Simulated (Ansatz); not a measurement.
The system is Ba2Tl5V3O12.

```xyz
22
Lattice="6.6527 0.0495 0.0202 2.8607 8.3646 0.0038 2.6828 2.4694 9.1957" Properties=species:S:1:pos:R:3 pbc="T T T"
Ba    5.5442    0.4859    0.2246
Ba    5.0453    8.8099    3.1356
V     7.8851    6.7880    3.1058
V     2.5747    2.3174    0.3028
V     2.2646    2.2781    6.0800
Tl    3.7845    4.2101    3.2255
Tl    6.5448    4.4409    5.5815
Tl    8.1264    9.0456    6.1615
Tl    6.6930    4.4787    1.0881
Tl    4.6212    7.2113    6.8375
O     3.6229    2.1646    4.9879
O     8.0188    5.0381    3.1811
O     3.7266    2.1571    1.5981
O     7.5372    1.8755    5.1646
O     4.9576    6.4605    9.0991
O     7.0474    7.3889    4.4933
O     8.6870    3.8848    6.7562
O     6.8904    7.1926    1.7495
O     1.1117    1.6298    0.9364
O     5.2975    9.5590    7.4268
O     5.9074    3.9074    8.2110
O     9.3999    7.5353    2.8601
```

The cell was built by a generator and needn't be a form met in nature.

* Program: Ansatz 0.2.0
* Task: relaxation of cell and atoms
* Functional: revPBE
* Potentials or basis: Ansatz PAW
* Cutoff: 420 eV (not typed: the program's choice for these potentials)
* k mesh: 3 × 3 × 2
* Occupations: fermi-dirac, width 0.05 eV
* Spin: collinear spin, ferromagnetic start
* Starting moments: [0.0, 0.0, 2.0, 2.0, 2.0, 0.0, 0.0, 0.0, 0.0, 0.0, 0.0, 0.0, 0.0, 0.0, 0.0, 0.0, 0.0, 0.0, 0.0, 0.0, 0.0, 0.0] μB

At the start: volume 23.18 Å³/atom.

Question: Where does the relaxation end?

Answer: It ends after 26 steps and the volume is 25.37 Å³/atom (+9.4 %); space group P1 (No. 1, to 0.05 Å); moment 0.00 μB per cell.

The path:
```tsv
step	energy change (eV)	largest force (eV/Å)	volume (Å³)
1	0.0000	0.1825	510.04
2	-0.0581	0.1018	536.28
3	-0.0603	0.0655	537.23
4	-0.0561	0.1508	541.26
5	-0.0596	0.0604	540.99
6	-0.0604	0.0477	541.52
7	-0.0597	0.0945	542.97
8	-0.0604	0.0657	542.98
9	-0.0612	0.0360	542.67
10	-0.0612	0.0354	542.72
11	-0.0608	0.0222	543.13
12	-0.0608	0.0204	543.21
13	-0.0605	0.0053	543.46
14	-0.1400	0.0063	543.46
15	-0.1317	0.1775	552.08
16	-0.1255	0.0830	556.26
17	-0.1321	0.0719	554.24
18	-0.1325	0.0412	555.19
19	-0.1326	0.0130	555.31
20	-0.1323	0.0082	555.52
21	-0.1562	0.0087	555.52
22	-0.1551	0.0202	556.79
23	-0.1533	0.0203	558.17
24	-0.1534	0.0130	558.15
25	-0.1535	0.0099	558.09
26	-0.1581	0.0101	558.09
```

Final structure:
```
Ba V Tl O
1.0
     6.67883    0.10621    0.05788
     2.93937    8.83216    0.15227
     2.76313    2.76814    9.57453
Ba V Tl O
2 3 5 12
Cartesian
  5.5264 0.7436 0.0466
  5.2403 9.3469 3.4124
  8.1549 7.2972 3.4103
  2.4950 2.5090 0.4270
  2.2313 2.3725 6.2865
  3.7281 4.4089 3.4116
  6.6089 4.7635 5.7331
  8.3307 9.5480 6.4339
  6.6985 5.2545 1.2974
  4.9771 7.7061 7.4349
  3.6319 2.1767 5.2599
  8.0604 5.5299 3.4226
  3.6606 2.3210 1.7071
  7.5641 2.0193 5.3513
  4.8373 6.9728 9.7593
  7.2301 7.9207 4.7339
  8.7058 4.0966 6.9003
  7.3383 7.8520 1.9664
  1.1177 1.5890 0.9412
  5.2445 10.2302 7.8726
  5.9966 4.6401 8.6095
  9.7743 7.8197 3.4579
```

Caveat: the plane-wave basis is chosen anew once the cell has moved, so the energies of steps on either side of that aren't comparable; the PAW data sets come from PBE, with cores solved anew for the run's functional, which leaves a small shift of forces and pressure; the starting moments weren't kept.
